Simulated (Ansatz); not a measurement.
# C2H7AlF: the cost of one run

Method: UKS r2SCAN-D4/cc-pVDZ, in Ansatz 0.2.0.

### Step 1. The starting structure

Bond lengths: Al1–H2 1.810 Å, Al1–C3 1.970 Å, C3–H4 1.110 Å, C3–H5 1.110 Å, C3–H6 1.110 Å, Al1–C7 1.970 Å, C7–H8 1.110 Å, C7–H9 1.110 Å, C7–H10 1.110 Å. Angles (14 of 15 angles, heavy atoms first): C3–Al1–C7 120.0°, H2–Al1–C3 120.0°, H2–Al1–C7 120.0°, Al1–C3–H4 109.5°, Al1–C3–H5 109.5°, Al1–C3–H6 109.5°, Al1–C7–H8 109.5°, Al1–C7–H9 109.5°, Al1–C7–H10 109.5°, H4–C3–H5 109.4°, H4–C3–H6 109.4°, H5–C3–H6 109.4°, H8–C7–H9 109.4°, H8–C7–H10 109.4°.

Structure file:

```xyz
11

Al    0.0000    0.0000    0.0000
H     0.0000    0.0000    1.8100
C     1.7060    0.0000   -0.9850
H     2.0356   -1.0462   -1.1552
H     1.5695    0.5080   -1.9624
H     2.4756    0.5381   -0.3932
C    -1.7060    0.0000   -0.9850
H    -2.2662   -0.9305   -0.7558
H    -2.3102    0.8797   -0.6796
H    -1.5043    0.0508   -2.0753
F     0.0000    0.0000    3.0300
```

### Step 2. Pulling towards end A

Springs on the bonds that form and break draw the guess towards this end; the thresholds are loose.

The input, input.yaml:

```yaml
crystal:
  periodic: [false, false, false]
  atoms:
    - { symbol: Al, position_ang: [0.0, 0.0, 0.0] }
    - { symbol: H, position_ang: [0.0, 0.0, 1.81] }
    - { symbol: C, position_ang: [1.706, 0.0, -0.985] }
    - { symbol: H, position_ang: [2.0356, -1.0462, -1.1552] }
    - { symbol: H, position_ang: [1.5695, 0.508, -1.9624] }
    - { symbol: H, position_ang: [2.4756, 0.5381, -0.3932] }
    - { symbol: C, position_ang: [-1.706, 0.0, -0.985] }
    - { symbol: H, position_ang: [-2.2662, -0.9305, -0.7558] }
    - { symbol: H, position_ang: [-2.3102, 0.8797, -0.6796] }
    - { symbol: H, position_ang: [-1.5043, 0.0508, -2.0753] }
    - { symbol: F, position_ang: [0.0, 0.0, 3.03] }
magnetization:
  spin_polarized: true
  initial_magnetization: 1
basis:
  gaussian: { orbitals: cc-pVDZ }
hamiltonian:
  xc: r2scan
  dispersion: d4
relax:
  f_tol: 0.15
  max_steps: 25
  restrain:
    - { distance: [1, 10], at: 2.12, k: 30.0 }
    - { distance: [0, 1], at: 1.56, k: 30.0 }
```

The run is started by

```sh
> ansatz run input.yaml --threads 4 --pin off --max-ram 5120MiB --backend cpu --events-out ev --progress --plain --runs-dir out
```

**Question.** How long does this run take on 4 threads of Intel Xeon Platinum 8223CL at 3.00GHz (Skylake/Cascade Lake), shared host, and how much memory does it need?

About 18 s, with a peak of 0.3 GiB.
